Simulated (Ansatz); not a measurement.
# SnSiH6O (SMILES [SiH3][O][SnH3]) at B2PLYP/def2-SVP (core potential)

Aim: the electronic atomisation energy of SnSiH6O at B2PLYP/def2-SVP (core potential), from 5 runs. 

The results are computed with Ansatz 0.2.0.

63 further runs of the same task are left out: 63 set aside as unsound or not needed. Runs told in other sessions of the task aren't counted.

**1. The system as given**

SnSiH6O has 9 atoms, charge 0, and is taken as a singlet. SMILES: `[SiH3][O][SnH3]`. The shape is that of a PBE0-D4/def2-TZVP optimisation.

Bond lengths: Si1–O2 1.627 Å, O2–Sn3 1.963 Å, Si1–H4 1.492 Å, Si1–H5 1.486 Å, Si1–H6 1.492 Å, Sn3–H7 1.699 Å, Sn3–H8 1.705 Å, Sn3–H9 1.705 Å. Some angles: Si1–O2–Sn3 136.6°, O2–Si1–H4 111.4°, O2–Si1–H5 109.0°, O2–Si1–H6 111.4°, O2–Sn3–H7 103.7°, O2–Sn3–H8 106.7°, O2–Sn3–H9 106.7°, H4–Si1–H5 108.8°, H4–Si1–H6 107.4°, H5–Si1–H6 108.8°.

**2. The energy at B2PLYP/def2-SVP (core potential)**

Contents of molecule.yaml:

```yaml
crystal:
  periodic: [false, false, false]
  atoms:
    - symbol: Si
      position_ang: [-0.707500, 1.106300, -0.961800]
    - symbol: O
      position_ang: [0.549600, 0.232700, -0.411000]
    - symbol: Sn
      position_ang: [0.837100, -1.145700, 0.956400]
    - symbol: H
      position_ang: [-1.786000, 0.228100, -1.502000]
    - symbol: H
      position_ang: [-0.233000, 2.004100, -2.046400]
    - symbol: H
      position_ang: [-1.309600, 1.937400, 0.121200]
    - symbol: H
      position_ang: [2.493700, -1.499800, 0.829900]
    - symbol: H
      position_ang: [-0.166000, -2.460900, 0.544700]
    - symbol: H
      position_ang: [0.410100, -0.448400, 2.452000]
basis:
  gaussian: {orbitals: def2-SVP}
output: {orbitals: {seedname: orbitals}}
accuracy: high
correlation: {frozen_orbitals: {H: 0, O: 1, Si: 5, Sn: 4}}
hamiltonian: {xc: {name: B2PLYP}}
```

Started as:

```
ansatz run molecule.yaml --threads 1 --pin off --max-ram 2610MiB --events-out events.jsonl --progress --plain --runs-dir runs
```

The program printed:

```text
Warning: RAYON_NUM_THREADS=1 ignored (pool sized by the plan → 1); use --threads N
Functional definition: B2PLYP
  name "B2PLYP"
  parameter a = 0.53
  parameter c = 0.27
  exchange = (1 - a)*b88_x + a*exact_x
  correlation = (1 - c)*lyp_c + c*(mp2_os + mp2_ss)
2073 factors; integrals over basis functions are off by at most 7.3e-9 eV
mean field evaluation 1: about -15829.4778 eV, gradient 4.5e1 eV
mean field evaluation 2: about -15829.7140 eV, gradient 4.5e1 eV
mean field evaluation 4: about -15833.2768 eV, gradient 2.7e0 eV
mean field evaluation 8: about -15833.3083 eV, gradient 7.3e-2 eV
mean field evaluation 16: about -15833.3083 eV, gradient 2.8e-5 eV
mean field -15833.30831095 eV, -581.8633482257 hartree, gradient 7.4e-8 eV, S^2 0.000000; 0 other end points of the search recorded, 0 dependent functions left out
10 core orbitals not correlated: weight in the atoms' cores, before any rotation towards them, 1.000 or more for the frozen orbitals, at most 0.000 for the correlated occupied ones
reference -15833.30834072 eV, -581.8633493195 hartree; 15, 15 occupied and 63, 63 virtual orbitals, 2073 factors
second order -13.72136331 eV of doubles, -0.00000000 eV of singles
Total energy: -15837.01310881 eV, -581.9994970358 hartree
```

Wall time 13 s (1 thread of Arm Neoverse V1, shared host); peak memory 0.3 GiB.

**3. The H atom at the same level**

Contents of in.yaml:

```yaml
crystal:
  periodic: [false, false, false]
  atoms:
    - {symbol: H, position_ang: [0.000000, 0.000000, 0.000000]}
basis:
  gaussian: {orbitals: def2-SVP}
magnetization: {spin_polarized: true, initial_magnetization: 1}
hamiltonian: {xc: {name: B2PLYP}}
correlation: {frozen_orbitals: {H: 0}}
accuracy: high
```

Run the same way, it converges to -0.49793 Eh (log not shown).

**4. The O atom at the same level**

Contents of molecule.yaml:

```yaml
crystal:
  periodic: [false, false, false]
  atoms:
    - {symbol: O, position_ang: [0.000000, 0.000000, 0.000000]}
basis:
  gaussian:
    orbitals: def2-SVP
correlation:
  frozen_orbitals: {O: 1}
accuracy: high
hamiltonian:
  xc: {name: B2PLYP}
magnetization:
  spin_polarized: true
  initial_magnetization: 2
```

Started as:

```
ansatz run molecule.yaml --threads 1 --pin off --max-ram 2610MiB --events-out events.jsonl --progress --plain --runs-dir runs
```

The program printed, shortened:

```text
Warning: RAYON_NUM_THREADS=1 ignored (pool sized by the plan → 1); use --threads N
[... 6 set-up lines as earlier in the session ...]
95 factors; integrals over basis functions are off by at most 1.3e-9 eV
mean field evaluation 1: about -2038.3907 eV, gradient 4.7e0 eV
mean field evaluation 2: about -2038.3909 eV, gradient 4.7e0 eV
mean field evaluation 4: about -2038.4722 eV, gradient 2.4e-1 eV
mean field evaluation 8: about -2038.4725 eV, gradient 8.8e-4 eV
mean field -2038.47249045 eV, -74.9124822978 hartree, gradient 4.8e-8 eV, S^2 2.003208; 0 other end points of the search recorded, 0 dependent functions left out
1 core orbitals not correlated: weight in the atoms' cores, before any rotation towards them, 1.000 or more for the frozen orbitals, at most 0.000 for the correlated occupied ones
reference -2038.47249768 eV, -74.9124825633 hartree; 4, 2 occupied and 9, 11 virtual orbitals, 95 factors
second order -3.21774650 eV of doubles, -0.00000000 eV of singles
Total energy: -2039.34128923 eV, -74.9444100640 hartree
```

Run time: 0.32 s. Hardware: 1 thread of Arm Neoverse V1, shared host.

**5. The Si atom, same level**

Contents of job.yaml:

```yaml
crystal:
  periodic: [false, false, false]
  atoms:
    - symbol: Si
      position_ang: [0.000000, 0.000000, 0.000000]
basis:
  gaussian: {orbitals: def2-SVP}
magnetization: {spin_polarized: true, initial_magnetization: 2}
hamiltonian: {xc: {name: B2PLYP}}
correlation: {frozen_orbitals: {Si: 5}}
accuracy: high
```

Run the same way, it converges to -289.15159 Eh (log not shown).

**6. The Sn atom at the same level**

Contents of in.yaml:

```yaml
crystal:
  periodic: [false, false, false]
  atoms:
    - {symbol: Sn, position_ang: [0.000000, 0.000000, 0.000000]}
basis:
  gaussian: {orbitals: def2-SVP}
magnetization: {spin_polarized: true, initial_magnetization: 2}
hamiltonian: {xc: {name: B2PLYP}}
correlation: {frozen_orbitals: {Sn: 4}}
accuracy: high
```

Run the same way, it converges to -213.97636 Eh (log not shown).

**7. What came out**

Level: B2PLYP/def2-SVP (core potential), 10 core orbitals frozen.

| quantity | value |
| --- | --- |
| molecule: total energy | -581.99950 Eh |
| molecule: HOMO energy (SCF part's orbitals) | -9.48 eV |
| molecule: LUMO energy (SCF part's orbitals) | 0.68 eV |
| molecule: HOMO–LUMO gap (SCF part's orbitals) | 10.16 eV |
| H atom: total energy | -0.49793 Eh |
| H atom: ⟨S²⟩ | 0.750 |
| O atom: total energy | -74.94441 Eh |
| O atom: ⟨S²⟩ | 2.003 |
| Si atom: total energy | -289.15159 Eh |
| Si atom: ⟨S²⟩ | 2.005 |
| Sn atom: total energy | -213.97636 Eh |
| Sn atom: ⟨S²⟩ | 2.004 |
| electronic atomisation energy | 25.567 eV |

What this shows: Taking the molecule apart into free atoms costs 25.57 eV (590 kcal/mol), before zero-point energy and without spin-orbit coupling.
